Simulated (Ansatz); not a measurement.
# BN (P6_3mc): exact exchange against the cheap answer

Aim: see how the gap and pressure of BN (P6_3mc) move with the amount and range of exact exchange, and what each run costs.

The COD entry's cell or inner coordinates are ideal or old and differ from later refinements, so a difference from it is no clean test against experiment.

Computed with Ansatz 0.2.0 (DFT at several levels, plane waves, PAW, unless a step's input says otherwise).

1 further run of the same task is left out (it didn't finish). Runs told in other sessions of the task aren't counted.

### 1 The structure to begin with

Symmetry: P6_3mc, No. 186, hexagonal system. The conventional cell has a = 2.537 Å, b = 2.537 Å, c = 4.196 Å, α = 90.00°, β = 90.00°, γ = 120.00°. B (site symmetry 3m) is surrounded by 4 N at 1.56 to 1.57 Å. Around N (site symmetry 3m) lie 4 B at 1.56 to 1.57 Å.

As a file:

```
CELL_PARAMETERS angstrom
2.53693 0.00000 0.00000
-1.26847 2.19705 0.00000
0.00000 0.00000 4.19592
ATOMIC_POSITIONS crystal
B 0.66667 0.33333 0.00027
B 0.33333 0.66667 0.50027
N 0.66667 0.33333 0.37473
N 0.33333 0.66667 0.87473
```

At PBE, an earlier run found 7.95 GPa for this cell of 5.847 Å³/atom (10×10×6 mesh), mesh gap 5.38 eV. The cell is compressed at this level.

The cell stays fixed from here on.

Levels to run, all on a 6×6×4 mesh: PBE; PBE0 form (fraction 1/ε∞); PBE0 form (fraction 0.35); revPBE0; ωPBEh. Hardware: 4 threads of Arm Neoverse V1, shared host.

### 2 PBE

input.yaml

```yaml
crystal:
  lattice:
    - [2.536930026, 0.0, 0.0]
    - [-1.268465013, 2.1970458501, 0.0]
    - [0.0, 0.0, 4.1959171737]
  atoms:
    - { symbol: B, position: [0.6666666667, 0.3333333333, 0.0002721794] }
    - { symbol: B, position: [0.3333333333, 0.6666666667, 0.5002721794] }
    - { symbol: "N", position: [0.6666666667, 0.3333333333, 0.3747278206] }
    - { symbol: "N", position: [0.3333333333, 0.6666666667, 0.8747278206] }
basis:
  ecutwfc: 420
  ecutrho_ratio: 4
kpoints:
  mp_grid: { grid: [6, 6, 4] }
hamiltonian:
  xc: pbe
scf:
  occupations: { method: gaussian, width: 0.05 }
output:
  forces: true
  stress: true
  eigenvalues: true
  populations: true
  write_density: true
  write_potential: true
  elf: true
  volumetric_format: npy
```

Launch:

```bash
$ ansatz run input.yaml --threads 4 --pin off --max-ram 8192MiB --backend cpu --events-out ev --progress --plain --runs-dir out
```

The runs that follow: PBE0 form (fraction 1/ε∞); PBE0 form (fraction 0.35); revPBE0; ωPBEh.

**Question.** What will these runs give? Wanted: for each run, exact exchange; change of gap; pressure.

As calculated:

| level | exact exchange | gap on the mesh (eV) | change of gap (eV) | pressure (GPa) | wall time | CPU time |
| --- | --- | --- | --- | --- | --- | --- |
| PBE | 0.00 | 5.18 | 0 | 8.0 | 0.43 s | 1.2 s |
| PBE0 form (fraction 1/ε∞) | 0.22 | 7.00 | +1.81 | 0.1 | 12 s | 43 s |
| PBE0 form (fraction 0.35) | 0.35 | 8.13 | +2.94 | -4.5 | 5.5 s | 18 s |
| revPBE0 | 0.25 | 7.32 | +2.13 | 2.4 | 4.8 s | 16 s |
| ωPBEh | 0.25 | 6.59 | +1.41 | 0.2 | 5 s | 16 s |

Changes count from PBE. Times are on 4 threads of Arm Neoverse V1, shared host; the hybrid runs also made densities of states.

Against 5.18 eV at PBE, the runs with exact exchange give 6.59 (ωPBEh) to 8.13 eV (PBE0 form (fraction 0.35)). The pressure spans -4.5 to 8.0 GPa, negative where a level wants a smaller cell on this coarse mesh, whose own error is in all of them. The median run with exact exchange took 14 times the CPU time of the cheap one. Gaps are over this coarse mesh alone, and total energies of different levels can't be compared. The program warned that the SCF threshold is loose for the stress of this hybrid run.
